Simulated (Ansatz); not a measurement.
# F2Ga, SMILES [F][Ga][F]: a short molecular-dynamics run

With Ansatz 0.2.0, Python API.

The cells in order, each with its output:

In [1]:
```python
from dataclasses import dataclass
import warnings

import ansatz as az
from ase import Atoms
import numpy as np
```

In [2]:
```python
@dataclass(frozen=True)
class RunConfig:
    basis: str = 'def2-SVP'
    xc: str = 'pbe'
    n_steps: int = 20
    temperature_k: int = 500


opts = RunConfig()
```

In [3]:
```python
warnings.simplefilter('ignore', az.DeckWarning)
```

In [4]:
```python
atoms = Atoms(['F', 'Ga', 'F'], positions=[
    (-1.2223, 0.4354, -0.6301),
    (0.1326, 0.3567, 0.1142),
    (1.0788, -0.857, 0.5026),
])
geometry = az.Crystal.molecule_from_ase(atoms)
```

In [5]:
```python
calculation = geometry.calculation()
calculation = calculation.basis(gaussian=opts.basis)
calculation = calculation.functional(opts.xc).spin('collinear', total=1)
symbols = [site.symbol for site in geometry.cartesian_sites]
start = np.array([site.position_ang for site in geometry.cartesian_sites], dtype=float)
r = calculation.relax(force_tolerance=0.02).run().report
end = np.array(r['positions_ang'])
minimum = az.Crystal.molecule()
for symbol, place in zip(symbols, end):
    minimum = minimum.atom(symbol, place.tolist())
```

In [6]:
```python
# dynamics from the relaxed geometry
calculation = (
    minimum.calculation()
    .basis(gaussian=opts.basis)
    .functional(opts.xc)
    .spin('collinear', total=1)
    .md('nve', timestep=0.5, steps=opts.n_steps, temperature=opts.temperature_k, initial_velocities='maxwell_boltzmann', seed=47)
)
frames = []
out = calculation.session().plan().execute(on_event=lambda e: frames.append(e['data']) if e['event'] == 'md_step' else None)
print('t (fs)   E_pot (eV)      E_kin (eV)   T (K)   d(0-1) (A)')
for f in frames[::2]:
    xyz = np.array(f['positions_ang'])
    print(f'{f["time_fs"]:6.2f} {f["lagrangian_ev"]:14.5f} {f["e_kin_ev"]:10.5f} {f["temperature_k"]:8.1f} {np.linalg.norm(xyz[0] - xyz[1]):9.4f}')
kept = np.array([f['conserved_ev'] for f in frames])
print(f'conserved energy moves by at most {1000 * np.ptp(kept):.3f} meV')
```
```text
t (fs)   E_pot (eV)      E_kin (eV)   T (K)   d(0-1) (A)
  0.00   -57788.88670    0.06463    500.0    1.7794
  1.00   -57788.88576    0.06369    492.7    1.7743
  2.00   -57788.88305    0.06098    471.8    1.7694
  3.00   -57788.87867    0.05660    437.9    1.7646
  4.00   -57788.87281    0.05075    392.6    1.7600
  5.00   -57788.86579    0.04373    338.3    1.7556
  6.00   -57788.85800    0.03595    278.1    1.7516
  7.00   -57788.84991    0.02787    215.6    1.7480
  8.00   -57788.84205    0.02002    154.9    1.7448
  9.00   -57788.83494    0.01291     99.9    1.7421
 10.00   -57788.82905    0.00703     54.4    1.7400
conserved energy moves by at most 0.051 meV
```

Reading the output:
- These settings explore the input space; basis and method may be short of convergence.
- The trajectory is only some femtoseconds long, so its temperature is not equilibrated; where the script doesn't relax first, it starts from a rough generated geometry.
- The run takes the species as open-shell (spin multiplicity 2), which needn't be its ground state.
- The temperature counts the internal degrees of freedom alone.
- It ran for 34 s on 1 thread of Arm Neoverse V2, with other jobs on the host, peak memory 0.19 GiB.
